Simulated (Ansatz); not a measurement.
# Pt (hcp type): how the settings move a single-point run

Question: which choices in the input matter for Pt (hcp type)?

Method: reference: DFT, LDA, norm-conserving pseudopotentials, Ansatz's default files, scalar-relativistic, in Ansatz 0.2.0.

## Step 1: The starting structure

It takes space group P6_3/mmc (No. 194, hexagonal). The conventional cell has a = 2.714 Å, b = 2.714 Å, c = 4.658 Å, α = 90.00°, β = 90.00°, γ = 120.00°. Pt (site symmetry -6m2) has 12 Pt at 2.71 to 2.81 Å in its first shell of neighbours.

As a file:

```
CELL_PARAMETERS angstrom
2.71415 0.00000 0.00000
-1.35708 2.35052 0.00000
0.00000 0.00000 4.65846
ATOMIC_POSITIONS crystal
Pt 0.33333 0.66667 0.25000
Pt 0.66667 0.33333 0.75000
```

## Step 2: Baseline

File input.yaml:

```yaml
crystal:
  lattice:
    - [2.7141501671, 0.0, 0.0]
    - [-1.3570750835, 2.3505229944, 0.0]
    - [0.0, 0.0, 4.6584615956]
  atoms:
    - { symbol: Pt, position: [0.3333333333, 0.6666666667, 0.25] }
    - { symbol: Pt, position: [0.6666666667, 0.3333333333, 0.75] }
kpoints:
  mp_grid: { grid: [16, 16, 9] }
scf:
  occupations: { method: fermi_dirac, width: 0.08 }
hamiltonian:
  xc: lda
  pseudopotentials: { kind: nc }
output:
  forces: true
  stress: true
  eigenvalues: true
```

Launch:

```console
ansatz run input.yaml --threads 1 --pin off --max-ram 2048MiB --backend cpu --events-out ev --progress --plain --runs-dir out
```

## Step 3: Variant: preconditioner resta, ecutwfc 36.7 Ry

Changes to input.yaml since step 2:

```diff
@@ -12,2 +12,3 @@
   occupations: { method: fermi_dirac, width: 0.08 }
+  mixing: { preconditioner: resta }
 hamiltonian:
@@ -19 +20,3 @@
   eigenvalues: true
+basis:
+  ecutwfc: "36.7 Ry"
```

What does the calculation give? Wanted: for each run, ending; energy change; pressure; gap; force.

The runs gave:

```csv
run,ending,energy change,pressure (GPa),gap (eV),force (eV/Å),cycles,time
reference,converged,0,-0.6,0.00,0.00,7,20 s
"1: preconditioner resta, ecutwfc 36.7 Ry",converged,+6.19 eV/atom,2.4,0.00,0.00,7,6.7 s
```

Residual by cycle in the longest SCF loop of each run; runs are numbered as in the table. The quantity is the density residual dr2, in eV.

```csv
cycle,reference,run 1
1,2.26,2.89
2,0.414,0.112
3,0.00578,0.0109
4,1.6e-4,1.1e-4
5,6.4e-6,2.8e-6
6,3.1e-7,8.9e-8
7,1.6e-8,5.3e-10
```

Changing the mixing and cutoff moves the energy by +6.19 eV/atom, and the pressure goes from -0.6 to 2.4 GPa. Mixing only sets the path, so the shift comes from the other change. The log warns that the cutoff is under what these potentials recommend, so the shift is basis error. Cost: 6.7 s against 20 s. Run 1 ran under the cutoff that the potentials recommend, as the log warns, so basis error is mixed into its values.
